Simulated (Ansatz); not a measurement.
# MnGe (P2_13): equation of state with a fit

Wanted for MnGe (P2_13): an equation of state with a fit.

Program: the Python package of Ansatz 0.2.0. Level of theory: DFT PBEsol, plane waves, PAW. These are calculated values, not measurements.

## Step 1: The system

Symmetry: P2_13, No. 198, cubic system. The conventional cell has a = 4.725 Å, b = 4.725 Å, c = 4.725 Å, α = 90.00°, β = 90.00°, γ = 90.00°. Mn (site symmetry 3) is surrounded by 7 Ge at 2.41 to 2.65 Å. Ge (site symmetry 3) is surrounded by 7 Mn at 2.41 to 2.65 Å.

No structure file is read: the coordinates are typed or built in the script.

## Step 2: The script

mnge_eos.py

```python
# -*- coding: utf-8 -*-
"""Equation of state of MnGe."""

import ansatz as az
import numpy as np
from scipy.optimize import curve_fit

vectors0 = np.array([
    [4.72500306, 0.0, 0.0],
    [0.0, 4.72500306, 0.0],
    [0.0, 0.0, 4.72500306],
])
sites = [
    ("Mn", [0.63711182, 0.13711182, 0.36288818], 4),
    ("Mn", [0.13711182, 0.36288818, 0.63711182], 4),
    ("Mn", [0.36288818, 0.63711182, 0.13711182], 4),
    ("Mn", [0.86288818, 0.86288818, 0.86288818], 4),
    ("Ge", [0.34236337, 0.84236337, 0.65763663], 0.0),
    ("Ge", [0.84236337, 0.65763663, 0.34236337], 0.0),
    ("Ge", [0.65763663, 0.34236337, 0.84236337], 0.0),
    ("Ge", [0.15763663, 0.15763663, 0.15763663], 0.0),
]


def make_crystal(cell):
    crystal = az.Crystal(lattice=az.Lattice.of(cell))
    for symbol, position, moment in sites:
        crystal = crystal.atom(symbol, position, moment=moment or None)
    return crystal

def vinet(v, e0, v0, b0, b1):
    eta = (v / v0) ** (1 / 3)
    return e0 + 2 * b0 * v0 / (b1 - 1) ** 2 * (2 - (5 + 3 * b1 * (eta - 1) - 3 * eta) * np.exp(-1.5 * (b1 - 1) * (eta - 1)))


def main():
    # scale the volume, keep shape and fractions
    volumes, energies = [], []
    for scale in np.linspace(0.88, 1.12, 7):
        cell = vectors0 * scale ** (1 / 3)
        calculation = make_crystal(cell).calculation()
        calculation = calculation.functional(az.Functional.PBESOL)
        calculation = calculation.pseudopotentials("paw")
        calculation = calculation.basis(31 * az.Ry)
        calculation = calculation.occupations("fermi_dirac")
        calculation = calculation.spin("collinear")
        calculation = calculation.kpoints(6, 6, 6)
        report = calculation.run().report
        volumes.append(abs(np.linalg.det(cell)) / len(sites))
        energies.append(report["free_energy_ev"] / len(sites))
        print(f"V = {volumes[-1]:8.4f} A^3/atom  F = {energies[-1]:.5f} eV/atom")

    guess = (min(energies), volumes[int(np.argmin(energies))], 0.5, 4.5)
    (e0, v0, b0, b1), _ = curve_fit(vinet, np.array(volumes), np.array(energies), p0=guess, maxfev=20000)
    print(f"Vinet fit: V0 = {v0:.4f} A^3/atom, B0 = {160.21766 * b0:.1f} GPa, B1 = {b1:.2f}")
    print("largest residual", round(1000 * float(np.abs(vinet(np.array(volumes), e0, v0, b0, b1) - energies).max()), 3), "meV/atom")


if __name__ == "__main__":
    main()
```

## Step 3: The input behind the calls

The engine receives this input (first run):

```yaml
crystal:
  lattice:
    - [4.527894697273283, 0.0, 0.0]
    - [0.0, 4.527894697273283, 0.0]
    - [0.0, 0.0, 4.527894697273283]
  atoms:
    - { symbol: Mn, position: [0.63711182, 0.13711182, 0.36288818], spin: 4.0 }
    - { symbol: Mn, position: [0.13711182, 0.36288818, 0.63711182], spin: 4.0 }
    - { symbol: Mn, position: [0.36288818, 0.63711182, 0.13711182], spin: 4.0 }
    - { symbol: Mn, position: [0.86288818, 0.86288818, 0.86288818], spin: 4.0 }
    - { symbol: Ge, position: [0.34236337, 0.84236337, 0.65763663] }
    - { symbol: Ge, position: [0.84236337, 0.65763663, 0.34236337] }
    - { symbol: Ge, position: [0.65763663, 0.34236337, 0.84236337] }
    - { symbol: Ge, position: [0.15763663, 0.15763663, 0.15763663] }
basis:
  ecutwfc: 421.77648681281397
kpoints:
  mp_grid:
    grid: [6, 6, 6]
hamiltonian:
  xc: pbesol
  pseudopotentials:
    kind: paw
magnetization:
  spin_polarized: true
scf:
  occupations:
    method: fermi_dirac
```

## Step 4: The run

Launch:

```
$ python mnge_eos.py
```

**Question.** Where does the minimum lie against the volume typed, and how stiff is the crystal?

**Answer**, as computed:

| quantity | value |
| --- | --- |
| runs compared | 7 |
| range of energy | 116.75 meV/atom |
| lowest point, volume (Å³/atom) | 12.659 |
| equilibrium volume (fit) | 12.70 Å³/atom |
| bulk modulus (fit) | 140 GPa |

In words: A third-order Birch-Murnaghan fit through the 7 points (the script's own form differs a little) has its minimum at 12.70 Å³ an atom, 3.7 % below the typed cell, with a bulk modulus of 140 GPa. From that minimum the energy rises by 47.0 meV an atom on the compressed side and 117.4 meV on the expanded side. What to keep in mind:
- The magnetic order follows from the starting moments and needn't be the lowest.
- Shape and fractional positions are held along the curve, so the bulk modulus is an upper value where they are free to relax.
- For a metal this k-point mesh is coarse: on a finer one energies can move by several to tens of meV an atom and pressures by half a GPa or more, differences at one mesh by less.
- This cell is a computed structure, which may not be the phase found in nature.
